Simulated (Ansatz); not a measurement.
# AgH: basis-set convergence

The task here is to estimate one member of a computed series from the others.

The runs use Ansatz 0.2.0, Gaussian basis; one geometry, several basis sets.

Levels to be run: PBE0-D4/def2-SVP; ωB97M-V/def2-SVP; PBE0-D4/def2-QZVPP; ωB97M-V/def2-QZVPP; the functionals' def2-TZVPP values are taken from earlier runs.

1 further run of the same task is left out (for a known fault of the program).

## The geometry

The geometry comes from an earlier relaxation with PBE0-D4 in a triple-zeta def2 set; it is a stationary point. Ag takes the def2 core potential; no spin-orbit term is included.

SMILES `[AgH]`, 2 atoms, charge 0, spin multiplicity 1.

Atoms are counted from 1 here; the program's logs count them from 0.

Bond lengths: Ag1–H2 1.617 Å.

Geometry (Å):

```mol
AgH
  3D, bonds by distance, orders not assigned

  2  1  0  0  0  0  0  0  0  0999 V2000
    0.0000   -0.0000    0.0004 Ag  0  0
   -0.0000    0.0000    1.6177 H   0  0
  1  2  8  0
M  END
```

The first run:

Input file in.yaml:

```yaml
crystal:
  periodic: [false, false, false]
  atoms:
    - {symbol: Ag, position_ang: [0.000000, -0.000000, 0.000365]}
    - {symbol: H, position_ang: [-0.000000, 0.000000, 1.617735]}
basis:
  gaussian: {orbitals: def2-SVP}
hamiltonian: {xc: pbe0, dispersion: d4}
output: {orbitals: {seedname: orbitals}}
```

Started as:

```sh
> ansatz run in.yaml --threads 2 --pin off --events-out ev --progress --plain --max-ram 32768MiB --backend cpu
```

Steps of the session up to this table: PBE0-D4 in def2-SVP; ωB97M-V in def2-SVP; PBE0-D4 in def2-QZVPP; ωB97M-V in def2-QZVPP.

One of the session's tables, all rows but one given; the rest of the session is left out.

It belongs to the step «Functionals by basis». 

| functional | basis | HOMO (eV) | LUMO (eV) |
| --- | --- | --- | --- |
| PBE0-D4 | def2-SVP | ? | ? |
| PBE0-D4 | def2-TZVPP | -6.82 | -2.05 |
| PBE0-D4 | def2-QZVPP | -6.85 | -2.07 |
| ωB97M-V | def2-SVP | -8.87 | -0.56 |
| ωB97M-V | def2-TZVPP | -8.93 | -0.57 |
| ωB97M-V | def2-QZVPP | -8.97 | -0.65 |

Estimate the missing values for PBE0-D4, def2-SVP.

**Answer.** HOMO (eV): -6.78; LUMO (eV): -2.05. In the column «HOMO (eV)» it is the highest.
